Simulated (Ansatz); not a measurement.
**singlet GeH3O+ at 4 levels**

Wanted: a comparison of 4 runs (HF/STO-3G, HF/3-21G, B3LYP/6-31G*) of singlet GeH3O+. 

The results are computed with Ansatz 0.2.0.

7 further runs of the same task are left out: 7 set aside as unsound or not needed.

### 1 The structure to begin with

The species is GeH3O+ (5 atoms), meant as a singlet with charge +1. SMILES of the parent species: `[OH][GeH2]`. The coordinates come from a PBE0-D4/def2-TZVP relaxation. This is one conformer, not always the lowest. That shape belongs to the parent species and isn't relaxed for this state.

Bond lengths: O1–Ge2 1.786 Å, O1–H3 0.960 Å, Ge2–H4 1.546 Å, Ge2–H5 1.557 Å. Angles: O1–Ge2–H4 103.8°, O1–Ge2–H5 108.9°, Ge2–O1–H3 112.6°, H4–Ge2–H5 111.8°.

### 2 A single-point energy at HF/STO-3G (run 1)

run.yaml

```yaml
crystal:
  periodic: [false, false, false]
  atoms:
    - {symbol: O, position_ang: [0.355500, -1.075800, 0.460700]}
    - {symbol: Ge, position_ang: [-0.520100, 0.416100, 0.017700]}
    - {symbol: H, position_ang: [1.097400, -0.907600, 1.046500]}
    - {symbol: H, position_ang: [-1.396800, -0.014400, -1.180300]}
    - {symbol: H, position_ang: [0.513900, 1.508000, -0.385900]}
basis:
  gaussian:
    orbitals: STO-3G
total_charge: 1
magnetization:
  spin_polarized: false
hamiltonian:
  xc: hf
accuracy: high
output: {orbitals: {seedname: orbitals}}
```

Launch:

```
$ ansatz run run.yaml --threads 1 --pin off --max-ram 2610MiB --events-out events.jsonl --progress --plain --runs-dir runs
```

Standard output:

```text
Warning: RAYON_NUM_THREADS=1 ignored (pool sized by the plan → 1); use --threads N
Functional definition: HF
  name "HF"
  exchange = exact_x
  correlation = 0
380 factors; integrals over basis functions are off by at most 3.6e-9 eV
mean field evaluation 1: about -57875.4780 eV, gradient 3.4e1 eV
mean field evaluation 2: about -57875.5125 eV, gradient 3.4e1 eV
mean field evaluation 4: about -57880.6213 eV, gradient 2.6e0 eV
mean field evaluation 8: about -57880.6876 eV, gradient 3.1e-2 eV
mean field -57880.68418912 eV, -2127.0759110134 hartree, gradient 1.6e-8 eV, S^2 0.000000; 0 other end points of the search recorded, 0 dependent functions left out
reference -57880.68418912 eV, -2127.0759110134 hartree; 21, 21 occupied and 5, 5 virtual orbitals, 380 factors
Total energy: -57880.68418912 eV, -2127.0759110134 hartree
```

Run time: 0.2 s. Hardware: 1 thread of Intel Xeon Platinum 8488C (Sapphire Rapids), shared host.

### 3 A single-point energy at HF/3-21G (run 2)

molecule.yaml

```yaml
crystal:
  periodic: [false, false, false]
  atoms:
    - {symbol: O, position_ang: [0.355500, -1.075800, 0.460700]}
    - {symbol: Ge, position_ang: [-0.520100, 0.416100, 0.017700]}
    - {symbol: H, position_ang: [1.097400, -0.907600, 1.046500]}
    - {symbol: H, position_ang: [-1.396800, -0.014400, -1.180300]}
    - {symbol: H, position_ang: [0.513900, 1.508000, -0.385900]}
basis:
  gaussian:
    orbitals: 3-21G-spherical.json
total_charge: 1
hamiltonian:
  xc: hf
accuracy: high
output: {orbitals: {seedname: orbitals}}
```

The basis set 3-21G is read from a file made from the Basis Set Exchange's data (not shown).

Launch:

```
$ ansatz run molecule.yaml --threads 1 --pin off --max-ram 2610MiB --events-out events.jsonl --progress --plain --runs-dir runs
```

Standard output:

```text
Warning: RAYON_NUM_THREADS=1 ignored (pool sized by the plan → 1); use --threads N
[... 4 set-up lines as earlier in the session ...]
614 factors; integrals over basis functions are off by at most 4.2e-9 eV
mean field evaluation 1: about -58257.8329 eV, gradient 6.2e1 eV
mean field evaluation 2: about -58257.9606 eV, gradient 6.2e1 eV
mean field evaluation 4: about -58264.9308 eV, gradient 4.3e0 eV
mean field evaluation 8: about -58265.0401 eV, gradient 4.1e-1 eV
mean field evaluation 16: about -58265.0427 eV, gradient 6.0e-7 eV
mean field -58265.04265880 eV, -2141.2008242466 hartree, gradient 1.6e-8 eV, S^2 0.000000; 0 other end points of the search recorded, 0 dependent functions left out
reference -58265.04265880 eV, -2141.2008242466 hartree; 21, 21 occupied and 16, 16 virtual orbitals, 614 factors
Total energy: -58265.04265880 eV, -2141.2008242466 hartree
```

It took 0.3 s on 1 thread of Intel Xeon Platinum 8488C (Sapphire Rapids), shared host.

Run 3 isn't shown in full; the table further down has it.

### 4 A single-point energy at B3LYP/6-31G(d) (Cartesian functions) (run 4)

molecule.yaml

```yaml
crystal:
  periodic: [false, false, false]
  atoms:
    - symbol: O
      position_ang: [0.355500, -1.075800, 0.460700]
    - symbol: Ge
      position_ang: [-0.520100, 0.416100, 0.017700]
    - symbol: H
      position_ang: [1.097400, -0.907600, 1.046500]
    - symbol: H
      position_ang: [-1.396800, -0.014400, -1.180300]
    - symbol: H
      position_ang: [0.513900, 1.508000, -0.385900]
basis:
  gaussian: {orbitals: "6-31G*"}
total_charge: 1
hamiltonian: {xc: {name: B3LYP}}
accuracy: high
output: {orbitals: {seedname: orbitals}}
```

Launch:

```
$ ansatz run molecule.yaml --threads 1 --pin off --max-ram 2610MiB --events-out events.jsonl --progress --plain --runs-dir runs
```

Standard output:

```text
Warning: RAYON_NUM_THREADS=1 ignored (pool sized by the plan → 1); use --threads N
Functional definition: B3LYP
  name "B3LYP"
  parameter a0 = 0.2
  parameter ax = 0.72
  parameter ac = 0.81
  exchange = (1 - a0 - ax)*slater_x + ax*b88_x + a0*exact_x
  correlation = (1 - ac)*vwn_rpa_c + ac*lyp_c
1067 factors; integrals over basis functions are off by at most 4.5e-9 eV
mean field evaluation 1: about -58581.0216 eV, gradient 9.5e1 eV
mean field evaluation 2: about -58448.7810 eV, gradient 2.0e2 eV
mean field evaluation 4: about -58597.8019 eV, gradient 1.3e1 eV
mean field evaluation 8: about -58598.2389 eV, gradient 9.9e-1 eV
mean field evaluation 16: about -58598.2410 eV, gradient 4.9e-5 eV
mean field -58598.24099312 eV, -2153.4456371830 hartree, gradient 1.9e-8 eV, S^2 0.000000; 0 other end points of the search recorded, 0 dependent functions left out
reference -58598.24102560 eV, -2153.4456383764 hartree; 21, 21 occupied and 35, 35 virtual orbitals, 1067 factors
Total energy: -58598.24102560 eV, -2153.4456383764 hartree
```

Run time: 2.6 s. Hardware: 1 thread of Intel Xeon Platinum 8488C (Sapphire Rapids), shared host; peak memory 0.16 GiB.

### 5 Overview of the runs

| run | level | Cartesian functions | energy (Eh) | HOMO energy (eV) | LUMO energy (eV) | HOMO–LUMO gap (eV) | wall time |
| --- | --- | --- | --- | --- | --- | --- | --- |
| 1 | HF/STO-3G | no | -2127.075911 | -17.82 | -5.27 | 12.55 | 0.2 s |
| 2 | HF/3-21G | no | -2141.200824 | -19.37 | -7.54 | 11.83 | 0.3 s |
| 3 | B3LYP/6-31G* (spherical functions) | no | -2153.438483 | -15.82 | -11.14 | 4.68 | 2.3 s |
| 4 | B3LYP/6-31G* (Cartesian functions) | yes | -2153.445638 | -15.81 | -11.13 | 4.68 | 2.6 s |

### 6 Summary of results

```
            quantity           value
 run 4: total energy  -2153.44564 Eh
  run 4: HOMO energy       -15.81 eV
  run 4: LUMO energy       -11.13 eV
run 4: HOMO–LUMO gap         4.68 eV
```

What this shows: The HOMO–LUMO gap runs from 4.68 eV (B3LYP/6-31G*) to 12.55 eV (HF/STO-3G). The two ends differ in method and basis. In run 1 the basis is minimal, so the values are rough. All runs together took 5.4 s, the longest 2.6 s.
